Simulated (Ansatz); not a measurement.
## GaW in Ansatz: convergence with k mesh

The system is GaW.

```
CELL_PARAMETERS angstrom
1.17441 -2.75737 0.00000
1.17441 2.75737 0.00000
0.00000 0.00000 3.64942
ATOMIC_POSITIONS crystal
Ga 0.98789 0.99541 0.00641
W 0.02155 0.01548 0.49401
```

The cell was built by a generator and needn't be a form met in nature.

The cell isn't the ideal one: atoms moved at random, drawn with an rms of 0.05 Å.

```yaml
Program: Ansatz 0.2.0
Task: convergence study
Functional: PBE
Potentials_or_basis: PseudoDojo standard (PBE files)
Cutoff: 1088 eV
Density_cutoff: 4354 eV
k_mesh: 4 × 4 × 2
Occupations: cold, width 0.05 eV
Spin: no spin polarisation
```

These are the settings of the first run; the series varies k mesh, with any setting tied to it.

Hardware: 2 threads of Arm Neoverse V1, on a shared host.

| k mesh | energy less the tightest run, at zero smearing (meV/atom) | pressure (GPa) | largest force (eV/Å) | SCF cycles | CPU time (s) | peak memory (GiB) |
| --- | --- | --- | --- | --- | --- | --- |
| 4 × 4 × 2 | 213.31 | 270.50 | 9.186 | 12 | 3.7 | 0.3 |
| 5 × 5 × 3 | -62.92 | 263.13 | 9.036 | 8 | 7.1 | 0.33 |
| 6 × 6 × 4 | -22.94 | 258.68 | 9.018 | 8 | 13 | 0.37 |
| 7 × 7 × 4 | 28.19 | 258.96 | 9.067 | 8 | 17 | 0.39 |
| 9 × 9 × 5 | 9.36 | 258.26 | 8.988 | 8 | 35 | 0.5 |
| 11 × 11 × 7 | 12.53 | 259.72 | 9.047 | 8 | 73 | 0.72 |
| 14 × 14 × 8 | -0.79 | 259.41 | 9.035 | 8 | 140 | 1.1 |
| 17 × 17 × 10 | 1.34 | 259.87 | 9.041 | 8 | 250 | 1.8 |
| 20 × 20 × 12 | 0.00 | 259.71 | 9.023 | 8 | 410 | 2.7 |

Not settled before the last step: the energy (to 1 meV/atom), the pressure (to 0.1 GPa), the largest force (to 0.005 eV/Å). Meshes of other sizes hit other points, so gaps and Fermi surfaces needn't settle smoothly. The tightest run that finished is the yardstick and may itself not be fully converged.

The run has no spin-orbit coupling, so splittings on W are missing.
